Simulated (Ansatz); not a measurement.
**CH6AlNSi: small, medium and large basis sets**

The task here is to estimate one member of a computed series from the others.

Computed with Ansatz 0.2.0, Gaussian basis. Level: one geometry, several basis sets.

Levels to be run: PBE0-D4/def2-SVP; ωB97M-V/def2-SVP; PBE0-D4/def2-QZVPP; ωB97M-V/def2-QZVPP; the functionals' def2-TZVPP values are taken from earlier runs.

## Structure used throughout

The geometry comes from an earlier relaxation with PBE0-D4 in a triple-zeta def2 set; it is a stationary point, not always the lowest conformer.

SMILES `[SiH3][N]1[CH2][AlH]1`, 10 atoms, charge 0, spin multiplicity 1.

Atoms are counted from 1 here; the program's logs count them from 0.

Bond lengths: Si1–N2 1.707 Å, Si1–H5 1.493 Å, Si1–H6 1.493 Å, Si1–H7 1.488 Å, N2–C3 1.531 Å, N2–Al4 1.743 Å, C3–Al4 1.901 Å, C3–H8 1.092 Å, C3–H9 1.092 Å, Al4–H10 1.568 Å. Angles: N2–Si1–H5 111.7°, N2–Si1–H6 111.6°, N2–Si1–H7 109.0°, H5–Si1–H6 106.8°, H5–Si1–H7 108.9°, H6–Si1–H7 108.9°, Si1–N2–C3 123.6°, Si1–N2–Al4 165.7°, C3–N2–Al4 70.7°, N2–C3–Al4 59.9°, N2–C3–H8 114.1°, N2–C3–H9 114.1°, Al4–C3–H8 123.1°, Al4–C3–H9 123.1°, H8–C3–H9 110.8°, N2–Al4–C3 49.5°, N2–Al4–H10 144.6°, C3–Al4–H10 166.0°.

Geometry (Å):

```xyz
10
CH6AlNSi
Si   -1.0642    1.0479   -0.4381
N     0.3045    0.0663   -0.1580
C     0.3018   -1.1450    0.7789
Al    1.8880   -0.6611   -0.1510
H    -2.1993    0.2615   -1.0057
H    -1.5614    1.6725    0.8235
H    -0.6989    2.1256   -1.3972
H     0.1262   -0.8974    1.8275
H    -0.3541   -1.9562    0.4571
H     3.3406   -0.5653   -0.7342
```

The first run:

in.yaml

```yaml
crystal:
  periodic: [false, false, false]
  atoms:
    - {symbol: Si, position_ang: [-1.064219, 1.047912, -0.438145]}
    - {symbol: N, position_ang: [0.304460, 0.066288, -0.157963]}
    - {symbol: C, position_ang: [0.301821, -1.145039, 0.778901]}
    - {symbol: Al, position_ang: [1.888020, -0.661136, -0.150978]}
    - {symbol: H, position_ang: [-2.199335, 0.261460, -1.005691]}
    - {symbol: H, position_ang: [-1.561421, 1.672548, 0.823486]}
    - {symbol: H, position_ang: [-0.698869, 2.125614, -1.397159]}
    - {symbol: H, position_ang: [0.126202, -0.897383, 1.827477]}
    - {symbol: H, position_ang: [-0.354055, -1.956211, 0.457143]}
    - {symbol: H, position_ang: [3.340596, -0.565250, -0.734172]}
basis:
  gaussian: {orbitals: def2-SVP}
hamiltonian: {xc: pbe0, dispersion: d4}
output: {orbitals: {seedname: orbitals}}
```

Command:

```sh
ansatz run in.yaml --threads 2 --pin off --events-out ev --progress --plain --max-ram 4352MiB
```

Steps of the session up to this table: PBE0-D4 in def2-SVP; ωB97M-V in def2-SVP; PBE0-D4 in def2-QZVPP; ωB97M-V in def2-QZVPP.

One table of the session follows, with a row left open; its other results are not shown here.

It belongs to the step «Density functionals: the series». 

| functional | basis | HOMO (eV) |
| --- | --- | --- |
| PBE0-D4 | def2-SVP | -6.76 |
| PBE0-D4 | def2-TZVPP | -6.83 |
| PBE0-D4 | def2-QZVPP | -6.84 |
| ωB97M-V | def2-SVP | ? |
| ωB97M-V | def2-TZVPP | -9.09 |
| ωB97M-V | def2-QZVPP | -9.10 |

Q: Estimate the row for ωB97M-V, def2-SVP from the others.

The run gave: HOMO (eV): -8.98. In the column «HOMO (eV)» it lies between ωB97M-V, def2-TZVPP (-9.09) and PBE0-D4, def2-QZVPP (-6.84).
